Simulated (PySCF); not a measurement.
**TeO₂⁻: stationary points from several starts**

Which structure of TeO₂⁻ lies lowest? The starts are bent and linear; the spin state tried: doublet. Each end point is tested by its vibrations.

Program: PySCF 2.14.0. Level of theory: PBE0, basis Te def2-SVPD with ECP28, O def2-SVPD, scalar-relativistic core potentials, no spin–orbit coupling, density fitting. These are calculated values, not measurements.

## (1) The starting structure

3 atoms, charge -1, spin multiplicity 2.

Bond lengths: Te1–O2 1.850 Å, Te1–O3 1.850 Å. Angles: O2–Te1–O3 110.0°.

Coordinates in bohr (charge -1 multiplicity 2):
```
Te    0.0000    0.0000    0.0000
O     2.8637    0.0000    2.0052
O    -2.8637    0.0000    2.0052
```

## (2) Finding the electronic state

One driver script runs all steps and calls PySCF; scf.py shows how it sets up the SCF of each step. The optimiser is the driver's own. After this first run the driver tries any further starts and a stability analysis.

scf.py reads:

```python
from pyscf import gto, scf, dft
mol = gto.M(atom='''
Te     0.000000     0.000000     0.000000
O      1.515400     0.000000     1.061100
O     -1.515400     0.000000     1.061100''',
    basis={'Te': 'def2-SVPD', 'O': 'def2-SVPD'},
    ecp={'Te': 'def2-SVPD'},
    charge=-1, spin=1)
mf = dft.UKS(mol, xc='PBE0')
mf.grids.atom_grid = (50, 194)
aux = {'Te': 'def2-universal-JKFIT', 'O': 'def2-universal-JKFIT'}
mf = mf.density_fit(auxbasis=aux)
mf.conv_tol = 1e-08
mf.diis_space = 10
mf.max_cycle = 60
mf.init_guess = 'minao'
mf.verbose = 4
mf.kernel()
```

Run with:

```bash
OMP_NUM_THREADS=2 python axn.py task.json out
```

Standard output:

```text
init E= -389.917847370897
[... the frontier-level lines of each cycle are left out ...]
cycle= 1 E= -416.646462064071  delta_E= -26.7  |g|= 1.96  |ddm|= 6.44
cycle= 2 E= -415.986685249082  delta_E= 0.66  |g|= 2.05  |ddm|= 14.2
cycle= 3 E= -417.887734634592  delta_E= -1.9  |g|= 0.812  |ddm|= 13.2
cycle= 4 E= -418.104617903386  delta_E= -0.217  |g|= 0.469  |ddm|= 0.951
cycle= 5 E= -418.197966128038  delta_E= -0.0933  |g|= 0.0391  |ddm|= 0.399
cycle= 6 E= -418.198950870473  delta_E= -0.000985  |g|= 0.00393  |ddm|= 0.0736
cycle= 7 E= -418.198964990591  delta_E= -1.41e-05  |g|= 0.00133  |ddm|= 0.00906
cycle= 8 E= -418.198966606536  delta_E= -1.62e-06  |g|= 0.000527  |ddm|= 0.00261
cycle= 9 E= -418.198966892691  delta_E= -2.86e-07  |g|= 0.000204  |ddm|= 0.00114
cycle= 10 E= -418.198966941791  delta_E= -4.91e-08  |g|= 3.83e-05  |ddm|= 0.000521
cycle= 11 E= -418.198966945611  delta_E= -3.82e-09  |g|= 8.79e-06  |ddm|= 0.000166
Extra cycle  E= -418.19896694574  delta_E= -1.29e-10  |g|= 4.39e-06  |ddm|= 2.47e-05
converged SCF energy = -418.19896694574  <S^2> = 0.75679467  2S+1 = 2.0067832
```

This step, with its further starts and checks, ran for 2.6 s (2 threads of Arm Neoverse V2, shared host).

The test of internal stability found no lower solution of this spin.

## (3) Relaxation: bent start, doublet

The program finds C2v symmetry in the start, which this walk keeps. The walk stops when the largest gradient is under 0.0003 Eh/bohr and the energy has settled too.

Changes to scf.py since step 2:

```diff
@@ -3,3 +3,3 @@
-Te     0.000000     0.000000     0.000000
-O      1.515400     0.000000     1.061100
-O     -1.515400     0.000000     1.061100''',
+Te     0.000000     0.000000    -0.209668
+O      1.515400     0.000000     0.851432
+O     -1.515400     0.000000     0.851432''',
@@ -16 +15,0 @@
-mf.init_guess = 'minao'
```

The optimiser's trace:

```
step  energy (Eh)  change (kJ/mol)  largest symmetric gradient (Eh/bohr)
   0  -418.198967             0.00                               0.02116
   1  -418.200081            -2.92                               0.00690
   2  -418.200175            -3.17                               0.00058
   3  -418.200176            -3.17                               0.00001
```

The walk took 4.8 s.

Positions (Å) and forces (eV/Å) along the way:

```
step 0
Te   0.000   0.000  -0.210   0.000   0.000  -1.088
O    1.515   0.000   0.851   0.875   0.000   0.544
O   -1.515   0.000   0.851  -0.875   0.000   0.544
step 1
Te   0.000   0.000  -0.220   0.000   0.000   0.355
O    1.553   0.000   0.857  -0.178   0.000  -0.177
O   -1.553   0.000   0.857   0.178   0.000  -0.177
step 2
Te   0.000   0.000  -0.211   0.000   0.000   0.030
O    1.553   0.000   0.852  -0.016   0.000  -0.015
O   -1.553   0.000   0.852   0.016   0.000  -0.015
step 3
Te   0.000   0.000  -0.210   0.000   0.000   0.000
O    1.553   0.000   0.852   0.001   0.000   0.000
O   -1.553   0.000   0.852   0.000   0.000   0.000
```

End point (C2v, 3 steps, 3.2 kJ/mol gained): Te–O 1.882 Å (×2); O–Te–O 111.3°.

## (4) Frequencies

On the finer grid the gradient is checked again; gradients at displacements of ±0.02 bohr then give force constants and infrared intensities.

Changes to scf.py since step 3:

```diff
@@ -3,3 +3,3 @@
-Te     0.000000     0.000000    -0.209668
-O      1.515400     0.000000     0.851432
-O     -1.515400     0.000000     0.851432''',
+Te     0.000000     0.000000    -0.211357
+O      1.551757     0.000000     0.853025
+O     -1.551757     0.000000     0.853025''',
@@ -10 +10 @@
-mf.grids.atom_grid = (50, 194)
+mf.grids.atom_grid = (75, 302)
@@ -13 +13 @@
-mf.conv_tol = 1e-08
+mf.conv_tol = 1e-10
```

The driver hands on the density of the step before, so the log starts near convergence.

SCF at the final geometry:

```text
init E= -418.20010590459
[... the frontier-level lines of each cycle are left out ...]
cycle= 1 E= -418.200105904565  delta_E= 2.41e-11  |g|= 7.86e-06  |ddm|= 8.21e-06
Extra cycle  E= -418.200105904423  delta_E= 1.43e-10  |g|= 1.98e-05  |ddm|= 2.05e-05
converged SCF energy = -418.200105904423  <S^2> = 0.75714463  2S+1 = 2.0071319
```

The whole step took 20 s.

Geometry: C2v; Te–O 1.882 Å (×2); O–Te–O 111.1°.

Harmonic modes (main isotopes):

```csv
symmetry,ω (cm⁻¹),IR (km/mol),μ (u)
a1,254,24.8,17.84
a1,746,41.6,17.20
b2,749,173,18.30
```

Every mode is real; the point is a minimum.

Constants and moments:

| Quantity | Value |
| --- | --- |
| Dipole moment about the centre of mass | 4.49 D |
| Highest occupied level | -0.47 eV |
| Lowest empty level | 2.35 eV |
| Rotational constants | 0.5797, 0.2188, 0.1589 cm⁻¹ |
| Zero-point energy | 10.5 kJ/mol |
| Principal polarisabilities | 55.1, 60.9, 75.0 bohr³ |
| Principal traceless quadrupole moments about the centre of mass | -12.60, 3.12, 9.47 D Å |
| Entropy at 298.15 K and 1 bar (electronic part: spin only) | 281.5 J/(mol K) |
| Heat capacity Cp at 298.15 K | 46.8 J/(mol K) |
| Enthalpy at 298.15 K above 0 K | 11.68 kJ/mol |
| Rotational symmetry number | 2 |
| Spin squared ⟨S²⟩ | 0.757 |

Charges (e) and bond orders:

| atom | Mulliken | Löwdin | polar tensor | spin (Mulliken) | Mayer order to Te1 |
| --- | --- | --- | --- | --- | --- |
| Te1 | 1.00 | 1.14 | 0.61 | 0.64 | – |
| O2,3 | -1.00 | -1.07 | -0.80 | 0.18 | 1.16 |

Mulliken populations on Te1 (outside its core potential): s 3.81, p 8.92, d 10.28.

## (5) Relaxing the doublet from the linear start

The program finds D∞h symmetry in the start, which this walk keeps. The walk stops when the largest gradient is under 0.0003 Eh/bohr and the energy has settled too.

Changes to scf.py since step 4:

```diff
@@ -3,3 +3,3 @@
-Te     0.000000     0.000000    -0.211357
-O      1.551757     0.000000     0.853025
-O     -1.551757     0.000000     0.853025''',
+Te     0.000000     0.000000     0.000000
+O      0.000000     0.000000     1.850000
+O      0.000000     0.000000    -1.850000''',
@@ -10 +10 @@
-mf.grids.atom_grid = (75, 302)
+mf.grids.atom_grid = (50, 194)
@@ -13 +13 @@
-mf.conv_tol = 1e-10
+mf.conv_tol = 1e-08
```

Steps of the walk:

```
step  energy (Eh)  change (kJ/mol)  largest symmetric gradient (Eh/bohr)
   0  -418.119604             0.00                               0.05922
   1  -418.129546           -26.10                               0.00610
   2  -418.129692           -26.48                               0.00133
   3  -418.129699           -26.50                               0.00004
```

The walk took 5 s.

Positions (Å) and forces (eV/Å) along the way:

```
step 0
Te   0.000   0.000   0.000   0.000   0.000  -0.001
O    0.000   0.000   1.850   0.000   0.000   3.045
O    0.000   0.000  -1.850   0.000   0.000  -3.045
step 1
Te   0.000   0.000   0.000   0.000   0.000   0.000
O    0.000   0.000   1.960   0.000   0.000  -0.314
O    0.000   0.000  -1.960   0.000   0.000   0.314
step 2
Te   0.000   0.000   0.000   0.000   0.000   0.000
O    0.000   0.000   1.950   0.000   0.000  -0.068
O    0.000   0.000  -1.950   0.000   0.000   0.068
step 3
Te   0.000   0.000   0.000   0.000   0.000   0.000
O    0.000   0.000   1.947   0.000   0.000   0.002
O    0.000   0.000  -1.947   0.000   0.000  -0.002
```

End point (D∞h, 3 steps, 26.5 kJ/mol gained): Te–O 1.947 Å (×2); O–Te–O 180.0°.

## (6) Is it a minimum? Harmonic modes

The same treatment as at the point before.

Changes to scf.py since step 5:

```diff
@@ -3,3 +3,3 @@
-Te     0.000000     0.000000     0.000000
-O      0.000000     0.000000     1.850000
-O      0.000000     0.000000    -1.850000''',
+Te     0.000000     0.000000    -0.000000
+O      0.000000    -0.000000     1.947453
+O     -0.000000     0.000000    -1.947453''',
@@ -10 +10 @@
-mf.grids.atom_grid = (50, 194)
+mf.grids.atom_grid = (75, 302)
@@ -13 +13 @@
-mf.conv_tol = 1e-08
+mf.conv_tol = 1e-10
```

Log of the central SCF (cycles and frontier levels):

```text
init E= -418.129610263934
[... the frontier-level lines of each cycle are left out ...]
cycle= 1 E= -418.129610263969  delta_E= -3.47e-11  |g|= 8.35e-06  |ddm|= 1.54e-05
Extra cycle  E= -418.129610263305  delta_E= 6.63e-10  |g|= 4.08e-05  |ddm|= 3.77e-05
converged SCF energy = -418.129610263305  <S^2> = 0.75812431  2S+1 = 2.0081079
```

The whole step ran for 19 s (2 threads of Arm Neoverse V2, shared host).

Geometry: D∞h; Te–O 1.947 Å (×2); O–Te–O 180.0°.

Modes, for the most abundant isotopes:

| ω (cm⁻¹) | IR (km/mol) |
| --- | --- |
| 344i | 14.1 |
| 187i | 26.5 |
| 638 | 290 |
| 648 | 0.0 |

2 modes are imaginary, the largest at 344i cm⁻¹: a saddle point, not a minimum.

Here the density breaks the symmetry of the frame, and no labels are given; pairs that should be degenerate can split.

Constants and moments:

```yaml
Dipole_moment_about_the_centre_of_mass: 0.00 D
Highest_occupied_level: -0.75 eV
Lowest_empty_level: 1.23 eV
Rotational_constants: 0.1389 cm⁻¹
Zero-point_energy_real_modes: 7.7 kJ/mol
Principal_polarisabilities: 52.4, 56.8, 105.4 bohr³
Principal_traceless_quadrupole_moments_about_the_centre_of_mass: -25.80, 10.66, 15.14 D Å
Spin_squared_⟨S²⟩: 0.758
```

Populations by atom (charges in e):

```tsv
atom	Mulliken	Löwdin	polar tensor	spin (Mulliken)	Mayer order to Te1
Te1	0.81	1.10	0.60	0.61	–
O2,3	-0.90	-1.05	-0.80	0.19	1.32
```

Mulliken populations on Te1 (outside its core potential): s 4.03, p 8.71, d 10.45.

## (7) Leaving the saddle point

The start is the last point, displaced along its most imaginary mode.

The program finds C2v symmetry in the start, which this walk keeps. The walk stops when the largest gradient is under 0.0003 Eh/bohr and the energy has settled too.

Changes to scf.py since step 6:

```diff
@@ -3,3 +3,3 @@
-Te     0.000000     0.000000    -0.000000
-O      0.000000    -0.000000     1.947453
-O     -0.000000     0.000000    -1.947453''',
+Te     0.014976     0.025475     0.000000
+O     -0.060814    -0.103449     1.947453
+O     -0.060814    -0.103449    -1.947453''',
@@ -10 +10 @@
-mf.grids.atom_grid = (75, 302)
+mf.grids.atom_grid = (50, 194)
@@ -13 +13 @@
-mf.conv_tol = 1e-10
+mf.conv_tol = 1e-08
```

Energy and gradient, step by step:

```
step  energy (Eh)  change (kJ/mol)  largest symmetric gradient (Eh/bohr)
   0  -418.134197             0.00                               0.02191
   1  -418.152910           -49.13                               0.03261
   2  -418.175207          -107.67                               0.04290
   3  -418.193778          -156.43                               0.03080
   4  -418.198708          -169.37                               0.02362
   5  -418.199944          -172.62                               0.00795
   6  -418.200128          -173.10                               0.00050
   7  -418.200130          -173.11                               0.00006
```

The walk took 20 s.

It settles in C2v symmetry, 173.1 kJ/mol below the start, after 7 steps: Te–O 1.882 Å (×2); O–Te–O 111.0°.

## (8) The points found, side by side

| spin | group | bonds | imaginary modes (cm⁻¹) | ΔE (kJ/mol) | with zero-point energy |
| --- | --- | --- | --- | --- | --- |
| doublet | C2v | Te–O 1.882 Å (×2) | none | 0.0 | 0.0 |
| doublet | D∞h (density of lower symmetry) | Te–O 1.947 Å (×2) | 344i, 187i | 185.1 | – |

## (9) Real-space pictures of the lowest minimum

The plane holds Te1 at (0.00, 0.00), O2 at (1.88, 0.00), O3 at (-0.68, 1.76) Å. Columns run from x = -2.55 to 4.05 Å, rows from y = 4.05 (top) to -1.95 Å, in steps of 0.3 Å. Electrons inside core potentials are absent.

Density (cut at 5 e/Å³):

Ten steps from '0' (0.000 e/Å³) to '9' (5.000 e/Å³), finer at the low end (step k begins (100^(k/10) - 1)/99 of the way up):
```
00000000000000000000000
00000000000000000000000
00000000000000000000000
00000111100000000000000
00011222210000000000000
00013455421000000000000
00135788642100000000000
00246999853100000000000
00247999853210000000000
00236899753211111100000
00124677654333333210000
00123456776445665321000
00013469999657898531000
00013479999768999631000
00013479999768999631000
00012469999657898531000
00012356776445665321000
00001244554333333210000
00001123332211111100000
00000111111100000000000
00000000000000000000000
```

ELF (0 where the density is under 0.005 e/Å³):

Ten even steps from '0' (0.00) to '9' (0.88):
```
00000000000000000000000
00000000000000000000000
00001122110000000000000
00012344331000000000000
00134566653100000000000
01356899875200000000000
02468999986300000000000
13589815995200000000000
14689881984100122210000
13579978863101355421000
12457887533224677642000
01123431222347999853100
00012324885258999974200
00013338228258238974200
00135538228258228974200
00257634885248999964200
00258863332336999753100
00258997654324787642000
00147899874212455421000
00024678753101233210000
00012345431000011000000
```

Electrostatic potential (cut at 20 V):

Ten steps from '0' (-7.35 V) to '9' (20.00 V), finer at the low end (step k begins (100^(k/10) - 1)/99 of the way up):
```
55555555555555555555666
55554444444555555555566
55444433344445555555556
54443322233444455555555
44332222112344445555555
44323565300234444455555
43225899730233444445555
43137999952333333444555
43137999964443322344455
43236999976654211234445
44335789998764320023445
54456799999976665212345
55557899999988999522345
55567999999999999742344
55667999999999999742344
55667899999988999632345
55566799999976665323445
55566678998765321123445
55556667777654322334455
65555566666654433444555
66555556665555444445555
```

Values on the line from Te1 (at 0) through O2 (at 1.882 Å):

```
distance (Å)  density (e/Å³)    ELF  electrostatic potential (V)  spin density (e/Å³)
        0.75            1.72  0.195                         42.3             -0.00137
        0.94           0.972  0.233                         20.3             -0.00269
        1.13            1.28   0.64                         13.1             -0.00204
        1.32            2.29  0.763                         22.3               0.0029
        1.51            4.33  0.531                         70.5               0.0218
        1.69            13.4  0.119                          281               0.0386
        1.98             130  0.974                          776               0.0442
        2.16            6.45  0.253                          130               0.0182
        2.35            3.13  0.807                         31.8             -0.00102
        2.54             1.3  0.836                         4.45             -0.00478
        2.73           0.496  0.761                         -3.8             -0.00336
        2.92            0.19  0.614                        -6.16             -0.00198
```

Making the fields took 1 s.

## (10) Results

```
                                          quantity                             value
                                    lowest minimum                      doublet, C2v
                                          geometry  Te–O 1.882 Å (×2); O–Te–O 111.1°
                                wavenumbers (cm⁻¹)      254 (a1), 746 (a1), 749 (b2)
                    dipole moment (centre of mass)                            4.49 D
highest occupied, lowest empty level (either spin)                    -0.47, 2.35 eV
                        polar-tensor charge of Te1                           +0.61 e
                                 zero-point energy                       10.5 kJ/mol
                               entropy at 298.15 K                   281.5 J/(mol K)
                                              ⟨S²⟩                             0.757
```

In words: The lowest minimum found is the doublet of C2v symmetry. In the infrared the band at 749 cm⁻¹ (b2, stretch) leads. Most of the spin sits on Te1 (Mulliken spin 0.64, against 1 for the whole molecule). A search over typed starts can miss a lower isomer. With an element this heavy the missing spin–orbit coupling can shift these numbers.

The search up to here ran for 74 s (2 threads of Arm Neoverse V2, shared host).
